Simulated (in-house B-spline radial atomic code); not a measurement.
**Br⁹⁺: Hartree-Fock with and without relativity**

Wanted: relativistic shifts in Br⁹⁺, shell by shell.

The numbers are computed with in-house B-spline radial atomic code version 1 (Hartree-Fock averaged over the configuration, non-relativistic (point nucleus) and Dirac-Coulomb (finite nucleus); spherical all-electron atom at the radial basis limit), except any that are marked as measured or tabulated.

## (1) Starting point

| Item | Value |
| --- | --- |
| element | bromine (Z = 35) |
| charge | +9 |
| electrons | 26 |
| configuration | [Ar] 3d8 |
| nucleus | point (non-relativistic run); Fermi, rms radius 4.163 fm (Dirac runs) |

The outer shells:

[Ar] 3d8
```
[Ar] core
3d [↑↓][↑↓][↑↓][↑ ][↑ ]
```

The boxes draw the filling by Hund's rule, which heavy ions in jj coupling don't follow; these runs average over all states of the configuration.

## (2) Non-relativistic run

The run's settings:

```ini
Z = 35
electrons = 26.0
configuration = [Ar] 3d8
hamiltonian = nr
method = hf
spin_polarised = False
```

## (3) Dirac-Coulomb run

The run's settings:

```ini
Z = 35
electrons = 26.0
configuration = [Ar] 3d8
hamiltonian = dirac
method = hf
spin_polarised = False
nucleus = fermi
rms_radius = 4.1629
mass_number = 79
atomic_mass = 78.918337574
speed_of_light = 137.035999084
```

## (4) Dirac-Coulomb run in the lowest jj configuration, 1s2 2s2 2p6 3s2 3p6 3d-4 3d+4

In configurations, a minus sign after the shell means j = l − 1/2 and a plus sign j = l + 1/2; the count of electrons follows.

Changes to the settings of step 3:

```diff
@@ -2,3 +2,3 @@
 electrons = 26.0
-configuration = [Ar] 3d8
+configuration = 1s2 2s2 2p6 3s2 3p6 3d-4 3d+4
 hamiltonian = dirac
```

Before running: How much does each shell's level and mean radius change with the Dirac Hamiltonian, and the total energy?

**Answer**, as computed:

Levels and radii; the Dirac values are averaged over j with the occupations as weights.

| shell | ε non-rel. (eV) | ε Dirac (eV) | <r> non-rel. (bohr) | <r> Dirac (bohr) | change of <r> (%) |
| --- | --- | --- | --- | --- | --- |
| 1s | -13530.8 | -13761.6 | 0.04367 | 0.04273 | -2.16 |
| 2s | -1968.46 | -2021.46 | 0.1929 | 0.1885 | -2.29 |
| 2p | -1788.00 | -1801.28 | 0.1669 | 0.1651 | -1.08 |
| 3s | -447.12 | -457.19 | 0.5463 | 0.5366 | -1.79 |
| 3p | -381.15 | -383.99 | 0.5481 | 0.5438 | -0.79 |
| 3d | -268.98 | -267.74 | 0.5376 | 0.5387 | +0.19 |

The Dirac run lies -32.55 hartree (-1.3 %) from the non-relativistic one; the finite nucleus has a part in that. The first-order mass-velocity and Darwin terms of the non-relativistic run add up to -30.77 hartree, 95 % of it. 2s shrinks most on the average over j, by -2.29 %, while 3d expands by 0.19 %, being screened better by the contracted inner s and p shells. Spin-orbit coupling splits the 3d level by 1.271 eV and the 2p level by 47.979 eV. The lowest jj configuration lies 1.076 eV below the average over the whole configuration. Breit terms add 1.28 hartree and QED terms 0.862 hartree.
